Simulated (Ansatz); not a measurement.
# CH4ClO2Si: the cost of one run

Program: Ansatz 0.2.0, Gaussian basis. Level of theory: UKS PBE-D4/def2-SVP. These are calculated values, not measurements.

The runs, in order: relaxation at PBE-D4/def2-SVP; relaxation at PBE0-D4/def2-TZVP.

1 further run of the same task is left out (set aside as unsound or not needed).

### 1 Where the work starts

SMILES `CO[SiH]([O])Cl`, 9 atoms, charge 0, spin multiplicity 2.

Atoms are counted from 1 here; the program's logs count them from 0.

Bond lengths: C1–O2 1.426 Å, C1–H6 1.039 Å, C1–H7 1.140 Å, C1–H8 1.144 Å, O2–Si3 1.736 Å, Si3–O4 1.644 Å, Si3–Cl5 2.088 Å, Si3–H9 1.500 Å. Angles: O2–C1–H6 115.4°, O2–C1–H7 110.1°, O2–C1–H8 107.8°, H6–C1–H7 112.3°, H6–C1–H8 108.0°, H7–C1–H8 102.4°, C1–O2–Si3 108.1°, O2–Si3–O4 110.2°, O2–Si3–Cl5 110.7°, O2–Si3–H9 107.1°, O4–Si3–Cl5 111.7°, O4–Si3–H9 106.8°, Cl5–Si3–H9 110.2°.

The start is a force-field geometry with small random shifts, so a cheaper pass at PBE-D4/def2-SVP comes first.

### 2 Optimising with PBE-D4/def2-SVP (cheap first pass)

in.yaml

```yaml
crystal:
  periodic: [false, false, false]
  atoms:
    - {symbol: C, position_ang: [0.563600, 0.989800, 0.650000]}
    - {symbol: O, position_ang: [-0.645800, 0.239200, 0.730400]}
    - {symbol: Si, position_ang: [-0.578200, -1.022300, -0.460300]}
    - {symbol: O, position_ang: [-1.594900, -2.245900, -0.047500]}
    - {symbol: Cl, position_ang: [-1.008700, -0.269800, -2.359800]}
    - {symbol: H, position_ang: [1.429900, 0.464600, 0.879900]}
    - {symbol: H, position_ang: [0.631200, 1.515100, -0.359500]}
    - {symbol: H, position_ang: [0.479600, 1.868400, 1.378600]}
    - {symbol: H, position_ang: [0.811700, -1.585500, -0.428900]}
basis:
  gaussian: {orbitals: def2-SVP}
magnetization: {spin_polarized: true, initial_magnetization: 1}
hamiltonian: {xc: pbe, dispersion: d4}
relax: {f_tol: 0.03, max_steps: 200}
```

Run with:

```console
ansatz run in.yaml --threads 2 --pin off --events-out ev --progress --plain --max-ram 32768MiB --backend cpu
```

Q: Estimate wall time and peak memory on 2 threads of AMD EPYC 7R13, shared host.

About 38 s, with a peak of 0.26 GiB.
